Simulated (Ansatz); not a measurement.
# Nb3Sn: the cell at several levels of theory

An exercise on one series of results from a longer session: the logs are not shown, and one member is left open.

Code: Ansatz 0.2.0. PAW datasets, plane waves, zero pressure. The values are computed, spin-unpolarised, and not measurements.

6 further runs of the same task are left out: 6 set aside as unsound or not needed.

## The structure to begin with

The symmetry is Pm-3n (No. 223, cubic); a = 5.282 Å in the conventional setting, 18.42 Å³ an atom. Around Nb lie 2 Nb at 2.64 Å and 4 Sn at 2.95 Å; around Sn lie 12 Nb at 2.95 Å.

As a file:

```
Nb Sn
1.0
     5.28210    0.00000    0.00000
     0.00000    5.28210    0.00000
     0.00000    0.00000    5.28210
Nb Sn
6 2
Direct
  0.25000 0.00000 0.50000
  0.50000 0.75000 0.00000
  0.75000 0.00000 0.50000
  0.50000 0.25000 0.00000
  0.00000 0.50000 0.75000
  0.00000 0.50000 0.25000
  0.00000 0.00000 0.00000
  0.50000 0.50000 0.50000
```

Set-up of the first run:

input.yaml

```yaml
crystal:
  lattice:
    - [5.2821, 0.0, 0.0]
    - [0.0, 5.2821, 0.0]
    - [0.0, 0.0, 5.2821]
  atoms:
    - { symbol: Nb, position: [0.25, 0.0, 0.5] }
    - { symbol: Nb, position: [0.5, 0.75, 0.0] }
    - { symbol: Nb, position: [0.75, 0.0, 0.5] }
    - { symbol: Nb, position: [0.5, 0.25, 0.0] }
    - { symbol: Nb, position: [0.0, 0.5, 0.75] }
    - { symbol: Nb, position: [0.0, 0.5, 0.25] }
    - { symbol: Sn, position: [0.0, 0.0, 0.0] }
    - { symbol: Sn, position: [0.5, 0.5, 0.5] }
kpoints:
  mp_grid: { grid: [4, 4, 4] }
hamiltonian:
  xc: pbe
scf:
  occupations: { method: fermi_dirac, width: 0.02 }
relax:
  f_tol: 0.005
  cell: {}
output:
  write_density: true
  write_potential: true
  elf: true
  volumetric_format: npy
```

On the command line:

```
> ansatz run input.yaml --threads 8 --pin off --max-ram 20275MiB --backend cpu --events-out ev --progress --plain --runs-dir out
```

Among the steps run: Relaxing with PBE; Relaxation with r2SCAN; Relaxing with PBEsol; Relaxation with LDA.

One table of the session follows, with a row left open; its other results are not shown here.

```
 level  a (Å)  volume (Å³/atom)
   PBE  5.314            18.762
r2SCAN  5.300            18.613
PBEsol      ?                 ?
   LDA  5.216            17.736
```

**Question.** Estimate the row for PBEsol.

**Answer.** a (Å): 5.253; volume (Å³/atom): 18.122. In the column «a (Å)» it lies between LDA (5.216) and r2SCAN (5.300).

What this shows: The first relaxation changed the volume by +1.8 % from the start. The volume runs from LDA (least) to PBE (most), a spread of 5.8 %, or 1.9 % in length if all axes shared it alike.
